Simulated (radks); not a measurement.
**Mo²⁺ in [Kr] 4d4: an all-electron calculation**

An exercise on one series of results from a longer session: the logs are not shown, and one member is left open.

The numbers are computed with radks (a radial shooting solver on a logarithmic mesh, Libxc functionals) version 1 (scalar-relativistic Kohn-Sham, PBE, spin-unpolarised, spherical densities, point nucleus), except any that are marked as measured or tabulated.

### The atom as given

* element: molybdenum (Z = 42)
* charge: +2
* electrons: 40
* configuration: [Kr] 4d4

Outer shells as boxes (Hund's rule):

Mo²⁺
```
[Kr] core
4d [↑ ][↑ ][↑ ][↑ ][  ]
```

The first run:

Settings of this run:

```text
Z 42
configuration [Kr] 4d4 5s0 5p0
relativity scalar-relativistic
functional pbe,pbe
spin unpolarised
nucleus point
c 137.035999084
```

Command:

```sh
> python run_ks.py task.json out
```

The same process makes all the runs of this session.

Steps of the session up to this table: Self-consistent calculation.

One of the session's tables, all rows but one given; the rest of the session is left out.

It belongs to the step «Shells». From the orbitals of this run (lengths in bohr):

| level | <r> | outermost maximum (interpolated) | 90 % within | nodes |
| --- | --- | --- | --- | --- |
| 1s | 0.03517 | 0.0229 | 0.0630 | 0 |
| 2s | 0.1537 | 0.130 | 0.237 | 1 |
| 2p | 0.1340 | 0.104 | 0.218 | 0 |
| 3s | 0.4289 | 0.384 | 0.634 | 2 |
| 3p | 0.4306 | 0.377 | 0.651 | 1 |
| 3d | 0.4152 | 0.323 | 0.664 | 0 |
| 4s | 1.104 | 0.989 | 1.61 | 3 |
| 4p | 1.227 | 1.07 | 1.82 | 2 |
| 4d | 1.726 | 1.35 | 2.72 | 1 |
| 5s | 2.940 | 2.62 | 4.25 | 4 |
| 5p | ? | ? | ? | ? |

Estimate the missing values for 5p.

**Answer.** <r>: 3.524; outermost maximum (interpolated): 3.14; 90 % within: 5.10; nodes: 3. In the column «<r>» it is the highest.

To keep in mind: Spin polarisation and multiplet splitting are left out.
